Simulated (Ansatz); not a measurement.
# CH2AlN (AlH2(CN)): r2SCAN/STO-3G

Aim: the electronic atomisation energy of CH2AlN (AlH2(CN)) at r2SCAN/STO-3G, from 5 runs. 

The results are computed with Ansatz 0.2.0.

## (1) The system as given

CH2AlN: 5 atoms, total charge 0, spin state singlet. SMILES: `[H][Al]([H])[C]#N`. The shape comes from GFN2-xTB, which is rough for such elements, and wasn't checked as a minimum.

Bond lengths: Al1–C4 1.977 Å, C4–N5 1.154 Å, Al1–H2 1.545 Å, Al1–H3 1.546 Å. Angles: Al1–C4–N5 179.7°, H2–Al1–C4 120.1°, H3–Al1–C4 120.4°, H2–Al1–H3 119.5°.

## (2) A single-point energy at r2SCAN/STO-3G

File run.yaml:

```yaml
crystal:
  periodic: [false, false, false]
  atoms:
    - {symbol: Al, position_ang: [0.353320, 0.616070, 0.007940]}
    - {symbol: H, position_ang: [1.897570, 0.618400, 0.058740]}
    - {symbol: H, position_ang: [-0.410240, 1.959830, -0.023840]}
    - {symbol: C, position_ang: [-0.634730, -1.095760, -0.014750]}
    - {symbol: "N", position_ang: [-1.205910, -2.098530, -0.028080]}
basis:
  gaussian:
    orbitals: STO-3G
hamiltonian:
  xc: {name: r2SCAN}
accuracy: high
```

The run is started by

```sh
$ ansatz run run.yaml --threads 1 --pin off --max-ram 2610MiB --events-out events.jsonl --progress --plain --runs-dir runs
```

What it wrote:

```text
Warning: RAYON_NUM_THREADS=1 ignored (pool sized by the plan → 1); use --threads N
Functional definition: r2SCAN
  name "r2SCAN"
  parameter k0 = 0.174
  parameter k1 = 0.065
  parameter a1 = 4.9479
  exchange = r2scan_x(k0 = k0, k1 = k1, a1 = a1)
  correlation = r2scan_c
373 factors; integrals over basis functions are off by at most 2.4e-9 eV
mean field evaluation 1: about -9038.9910 eV, gradient 3.1e1 eV
mean field evaluation 2: about -9028.7072 eV, gradient 6.9e1 eV
mean field evaluation 4: about -9041.8318 eV, gradient 1.1e0 eV
mean field evaluation 8: about -9041.7498 eV, gradient 5.3e-3 eV
mean field evaluation 16: about -9041.7498 eV, gradient 4.8e-8 eV
mean field -9041.74977501 eV, -332.2781755135 hartree, gradient 4.8e-8 eV, S^2 0.000000; 0 other end points of the search recorded, 0 dependent functions left out
reference -9041.74977537 eV, -332.2781755266 hartree; 14, 14 occupied and 7, 7 virtual orbitals, 373 factors
Total energy: -9041.74977537 eV, -332.2781755266 hartree
```

Run time: 2.6 s. Hardware: 1 thread of Arm Neoverse V1, shared host; peak memory 0.14 GiB.

## (3) The Al atom

File in.yaml:

```yaml
crystal:
  periodic: [false, false, false]
  atoms:
    - {symbol: Al, position_ang: [0.000000, 0.000000, 0.000000]}
basis:
  gaussian:
    orbitals: STO-3G
magnetization:
  spin_polarized: true
  initial_magnetization: 1
hamiltonian:
  xc: {name: r2SCAN}
accuracy: high
```

Run the same way, it converges to -239.28216 Eh (log not shown).

## (4) The C atom at the same level

File run.yaml:

```yaml
crystal:
  periodic: [false, false, false]
  atoms:
    - {symbol: C, position_ang: [0.000000, 0.000000, 0.000000]}
basis:
  gaussian: {orbitals: STO-3G}
magnetization: {spin_polarized: true, initial_magnetization: 2}
hamiltonian: {xc: r2scan}
accuracy: high
```

Run the same way, it converges to -37.32969 Eh (log not shown).

## (5) The H atom at the same level

File in.yaml:

```yaml
crystal:
  periodic: [false, false, false]
  atoms:
    - {symbol: H, position_ang: [0.000000, 0.000000, 0.000000]}
basis:
  gaussian: {orbitals: STO-3G}
magnetization: {spin_polarized: true, initial_magnetization: 1}
accuracy: high
hamiltonian: {xc: {name: r2SCAN}}
```

Run the same way, it converges to -0.46646 Eh (log not shown).

## (6) The N atom

File in.yaml:

```yaml
basis:
  gaussian:
    orbitals: STO-3G
crystal:
  periodic: [false, false, false]
  atoms:
    - {symbol: N, position_ang: [0.000000, 0.000000, 0.000000]}
magnetization:
  spin_polarized: true
  initial_magnetization: 3
hamiltonian:
  xc: {name: r2SCAN}
accuracy: high
```

Run the same way, it converges to -53.87650 Eh (log not shown).

## (7) Results

At r2SCAN/STO-3G:

| quantity | value |
| --- | --- |
| molecule: total energy | -332.27818 Eh |
| Al atom: total energy | -239.28216 Eh |
| Al atom: ⟨S²⟩ | 0.750 |
| C atom: total energy | -37.32969 Eh |
| C atom: ⟨S²⟩ | 2.000 |
| H atom: total energy | -0.46646 Eh |
| H atom: ⟨S²⟩ | 0.750 |
| N atom: total energy | -53.87650 Eh |
| N atom: ⟨S²⟩ | 3.750 |
| electronic atomisation energy | 23.318 eV |

In words: Taking the molecule apart into free atoms costs 23.32 eV (538 kcal/mol), before zero-point energy and without spin-orbit coupling. In a minimal basis such a difference can be off by several eV, whatever the method.
